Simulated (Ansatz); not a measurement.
# C3H7BO (SMILES CB1OC1C): BHLYP/cc-pVDZ

Aim: the vertical ionisation energy of C3H7BO at BHLYP/cc-pVDZ, from 2 runs. 

The calculation is run with Ansatz 0.2.0.

34 further runs of the same task are left out: 34 set aside as unsound or not needed. Runs told in other sessions of the task aren't counted.

### Step 1. The structure to begin with

C3H7BO has 12 atoms, charge 0, and is taken as a singlet. SMILES: `CB1OC1C`. The shape is that of a PBE0-D4/def2-TZVP optimisation.

Bond lengths: C1–B2 1.544 Å, B2–O3 1.335 Å, B2–C4 1.517 Å, O3–C4 1.507 Å, C4–C5 1.497 Å, C1–H6 1.092 Å, C1–H7 1.094 Å, C1–H8 1.094 Å, C4–H9 1.089 Å, C5–H10 1.092 Å, C5–H11 1.094 Å, C5–H12 1.094 Å. Some angles: C1–B2–O3 138.6°, C1–B2–C4 157.9°, O3–B2–C4 63.4°, B2–O3–C4 64.2°, B2–C4–O3 52.4°, B2–C4–C5 125.1°, O3–C4–C5 114.6°, B2–C1–H6 112.7°, B2–C1–H7 110.1°, B2–C1–H8 110.3°.

### Step 2. A single-point energy at BHLYP/cc-pVDZ

File input.yaml:

```yaml
crystal:
  periodic: [false, false, false]
  atoms:
    - {symbol: C, position_ang: [-2.115400, 0.231500, 0.008900]}
    - {symbol: B, position_ang: [-0.616500, 0.286000, 0.375000]}
    - {symbol: O, position_ang: [0.162400, 0.085400, 1.440000]}
    - {symbol: C, position_ang: [0.876400, 0.454200, 0.165400]}
    - {symbol: C, position_ang: [1.795500, -0.603000, -0.363000]}
    - {symbol: H, position_ang: [-2.747100, -0.028900, 0.860100]}
    - {symbol: H, position_ang: [-2.280800, -0.500400, -0.787600]}
    - {symbol: H, position_ang: [-2.443000, 1.195200, -0.392100]}
    - {symbol: H, position_ang: [1.330900, 1.439700, 0.259300]}
    - {symbol: H, position_ang: [1.297300, -1.571500, -0.440800]}
    - {symbol: H, position_ang: [2.679000, -0.722300, 0.271600]}
    - {symbol: H, position_ang: [2.137900, -0.321100, -1.362700]}
basis:
  gaussian:
    orbitals: cc-pVDZ
hamiltonian:
  xc: {name: BHLYP}
accuracy: high
output:
  orbitals: {seedname: orbitals}
```

Started as:

```sh
$ ansatz run input.yaml --threads 1 --pin off --max-ram 2610MiB --events-out events.jsonl --progress --plain --runs-dir runs
```

What it wrote:

```text
Warning: RAYON_NUM_THREADS=1 ignored (pool sized by the plan → 1); use --threads N
Functional definition: BHLYP
  name "BHLYP"
  parameter a = 0.5
  exchange = (1 - a)*b88_x + a*exact_x
  correlation = lyp_c
2543 factors; integrals over basis functions are off by at most 3.0e-9 eV
mean field evaluation 1: about -5939.6437 eV, gradient 4.9e1 eV
mean field evaluation 2: about -5940.8735 eV, gradient 4.5e1 eV
mean field evaluation 4: about -5944.9519 eV, gradient 1.9e0 eV
mean field evaluation 8: about -5945.5320 eV, gradient 2.1e-1 eV
mean field evaluation 16: about -5945.5322 eV, gradient 5.2e-5 eV
mean field -5945.53224629 eV, -218.4942800248 hartree, gradient 7.5e-8 eV, S^2 0.000000; 0 other end points of the search recorded, 0 dependent functions left out
reference -5945.53227625 eV, -218.4942811258 hartree; 19, 19 occupied and 86, 86 virtual orbitals, 2543 factors
Total energy: -5945.53227625 eV, -218.4942811258 hartree
```

It took 11 s on 1 thread of Arm Neoverse V2, shared host; peak memory 0.39 GiB.

### Step 3. The doublet cation

File in.yaml:

```yaml
crystal:
  periodic: [false, false, false]
  atoms:
    - {symbol: C, position_ang: [-2.115400, 0.231500, 0.008900]}
    - {symbol: B, position_ang: [-0.616500, 0.286000, 0.375000]}
    - {symbol: O, position_ang: [0.162400, 0.085400, 1.440000]}
    - {symbol: C, position_ang: [0.876400, 0.454200, 0.165400]}
    - {symbol: C, position_ang: [1.795500, -0.603000, -0.363000]}
    - {symbol: H, position_ang: [-2.747100, -0.028900, 0.860100]}
    - {symbol: H, position_ang: [-2.280800, -0.500400, -0.787600]}
    - {symbol: H, position_ang: [-2.443000, 1.195200, -0.392100]}
    - {symbol: H, position_ang: [1.330900, 1.439700, 0.259300]}
    - {symbol: H, position_ang: [1.297300, -1.571500, -0.440800]}
    - {symbol: H, position_ang: [2.679000, -0.722300, 0.271600]}
    - {symbol: H, position_ang: [2.137900, -0.321100, -1.362700]}
basis:
  gaussian:
    orbitals: cc-pVDZ
output: {orbitals: {seedname: orbitals}}
magnetization:
  spin_polarized: true
  initial_magnetization: 1
hamiltonian:
  xc: {name: BHLYP}
accuracy: high
total_charge: 1
```

Started as:

```sh
$ ansatz run in.yaml --threads 1 --pin off --max-ram 2610MiB --events-out events.jsonl --progress --plain --runs-dir runs
```

What it wrote:

```text
Warning: RAYON_NUM_THREADS=1 ignored (pool sized by the plan → 1); use --threads N
Functional definition: BHLYP
  name "BHLYP"
  parameter a = 0.5
  exchange = (1 - a)*b88_x + a*exact_x
  correlation = lyp_c
2542 factors; integrals over basis functions are off by at most 3.0e-9 eV
mean field evaluation 1: about -5927.4699 eV, gradient 4.4e1 eV
mean field evaluation 2: about -5927.4616 eV, gradient 4.6e1 eV
mean field evaluation 4: about -5935.7195 eV, gradient 1.6e0 eV
mean field evaluation 8: about -5935.8507 eV, gradient 3.1e-1 eV
mean field evaluation 16: about -5935.8556 eV, gradient 8.9e-3 eV
mean field evaluation 32: about -5935.8556 eV, gradient 2.3e-6 eV
mean field -5935.85557678 eV, -218.1386689793 hartree, gradient 4.8e-8 eV, S^2 0.757423; 2 other end points of the search recorded, 0 dependent functions left out
reference -5935.85560506 eV, -218.1386700184 hartree; 19, 18 occupied and 86, 87 virtual orbitals, 2542 factors
Total energy: -5935.85560506 eV, -218.1386700184 hartree
```

Run time: 22 s. Hardware: 1 thread of Arm Neoverse V2, shared host; peak memory 0.52 GiB.

### Step 4. Results

Level: BHLYP/cc-pVDZ.

| quantity | value |
| --- | --- |
| singlet C3H7BO: total energy | -218.49428 Eh |
| singlet C3H7BO: HOMO energy | -8.60 eV |
| singlet C3H7BO: LUMO energy | 1.69 eV |
| singlet C3H7BO: HOMO–LUMO gap | 10.29 eV |
| doublet cation: total energy | -218.13867 Eh |
| doublet cation: HOMO energy (highest over α and β) | -16.73 eV |
| doublet cation: LUMO energy (lowest over α and β) | -10.77 eV |
| doublet cation: ⟨S²⟩ | 0.757 |
| vertical ionisation energy (to the doublet cation) | 9.677 eV |

**Reading.** The vertical ionisation energy comes to 9.68 eV (934 kJ/mol). The negative HOMO energy of the first species, 8.60 eV, lies 1.08 eV below that difference.
